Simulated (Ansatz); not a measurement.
Crystal: Hf2Pd2Se2Br2O3.

```
Hf Pd Se Br O
1.0
     5.60663   -0.09346   -0.01409
     1.61393    5.33512    0.00251
     1.36916    1.91529    8.31543
Hf Pd Se Br O
2 2 2 2 3
Direct
  0.23317 0.65161 0.02284
  0.76683 0.34839 0.97716
  0.00000 0.50000 0.50000
  0.00000 0.00000 0.50000
  0.02419 0.33917 0.25331
  0.97581 0.66083 0.74669
  0.50000 0.50000 0.50000
  0.50000 0.00000 0.50000
  0.44792 0.35724 0.92101
  0.55208 0.64276 0.07899
  0.00000 0.00000 0.00000
```

The cell was built by a generator and needn't be a form met in nature.

- Program: Ansatz 0.2.0
- Task: relaxation of cell and atoms
- Functional: PBE
- Potentials or basis: all-electron PAW datasets made for the crystal
- k mesh: 3 × 3 × 2
- Occupations: fermi-dirac, width 0.05 eV
- Spin: no spin polarisation

At the start: volume 22.73 Å³/atom.

How do energy, volume and symmetry change on relaxing?

Over 11 steps the energy falls by 13.0 meV/atom and the volume is 22.50 Å³/atom (-1.0 %); space group P-1 (No. 2, to 0.05 Å).

The path:
| step | energy change (eV) | largest force (eV/Å) | volume (Å³) |
| --- | --- | --- | --- |
| 1 | 0.0000 | 0.0910 | 250.02 |
| 2 | -0.0992 | 0.2074 | 250.74 |
| 3 | -0.1183 | 0.1654 | 249.40 |
| 4 | -0.1292 | 0.1347 | 247.07 |
| 5 | -0.1355 | 0.0683 | 247.37 |
| 6 | -0.1397 | 0.0528 | 247.31 |
| 7 | -0.1425 | 0.0468 | 246.89 |
| 8 | -0.1429 | 0.0653 | 247.75 |
| 9 | -0.1434 | 0.0187 | 247.55 |
| 10 | -0.1435 | 0.0211 | 247.51 |
| 11 | -0.1435 | 0.0211 | 247.51 |

Final structure:
```
CELL_PARAMETERS angstrom
5.30484 -0.13776 -0.03771
1.48843 5.54159 0.04136
1.24776 2.05446 8.37162
ATOMIC_POSITIONS crystal
Hf 0.23086 0.66381 0.01885
Hf 0.76914 0.33619 0.98115
Pd 0.00000 0.50000 0.50000
Pd 0.00000 0.00000 0.50000
Se 0.02497 0.34292 0.25709
Se 0.97503 0.65708 0.74291
Br 0.50000 0.50000 0.50000
Br 0.50000 0.00000 0.50000
O 0.42307 0.34899 0.93963
O 0.57693 0.65101 0.06037
O 0.00000 0.00000 0.00000
```

Caveat: the k mesh is coarse (spacing up to 0.40 Å⁻¹), so the values aren't converged; the k mesh is thin for a metal, which can move the energy by tens of meV per atom.
